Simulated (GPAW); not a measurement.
A run of GPAW 26.7.0 is set up as follows.

run.py

```python
from ase import Atoms
from ase.eos import EquationOfState
from ase.io import Trajectory
from ase.units import GPa
from gpaw import GPAW, PW

atoms = Atoms(['Ir', 'Ru'],
              cell=[[2.724911084, 0.0, 0.0],
                    [-1.362455542, 2.3598422218, 0.0],
                    [0.0, 0.0, 4.3306976446]],
              scaled_positions=[[0.0, 0.0, 0.5],
                                [0.6666666667, 0.3333333333, 0.0]],
              pbc=True)

traj = Trajectory('eos.traj', 'w')
volumes, energies = [], []
for x in [0.94, 0.96, 0.98, 1.0, 1.02, 1.04, 1.06]:
    a = atoms.copy()
    a.set_cell(atoms.cell * x**(1 / 3), scale_atoms=True)
    calc = GPAW(mode=PW(600),
                xc='PBE',
                kpts={'size': (11, 11, 6), 'gamma': True},
                occupations={'name': 'fermi-dirac', 'width': 0.05},
                nbands=29,
                convergence={'density': 1e-05, 'energy': 1e-05},
                maxiter=150,
                txt=f'eos-{x:.2f}.txt')
    a.calc = calc
    energies.append(a.get_potential_energy(force_consistent=True))
    volumes.append(a.get_volume())
    p = -a.get_stress()[:3].mean() / GPa
    calc.write(f'eos-{x:.2f}.gpw')
    traj.write(a)
    print(f'{x:.2f} {volumes[-1]:10.4f} A^3 {energies[-1]:14.6f} eV {p:9.3f} GPa', flush=True)

v0, e0, B = EquationOfState(volumes, energies, eos='birchmurnaghan').fit()
print(f'V0 = {v0:.4f} A^3, E0 = {e0:.6f} eV, B0 = {B / GPa:.2f} GPa')
```

Potentials or basis: GPAW PAW data sets (gpaw-data 1.2.1), pw.

Run with:

```bash
$ OMP_NUM_THREADS=1 python run.py
```

Problem. Predict the equilibrium volume.

Solution. 14.10 Å³/atom.

Problem. Predict the pressure derivative of the bulk modulus.

Solution. 4.9.

Problem. What does it give for the bulk modulus at fixed shape and positions?

Solution. 330 GPa.

Energy against volume, from the lowest point:
```tsv
volume (Å³/atom)	energy (meV/atom)
13.089	86.34
13.367	43.23
13.645	15.57
13.924	1.68
14.202	0.00
14.481	9.20
14.759	28.06
```

Caveat: the cell was scaled at fixed shape and fractional positions, which overstates the stiffness of a crystal with free parameters, most of all of layers and chains. The run has no spin-orbit coupling, so splittings on Ir are missing.
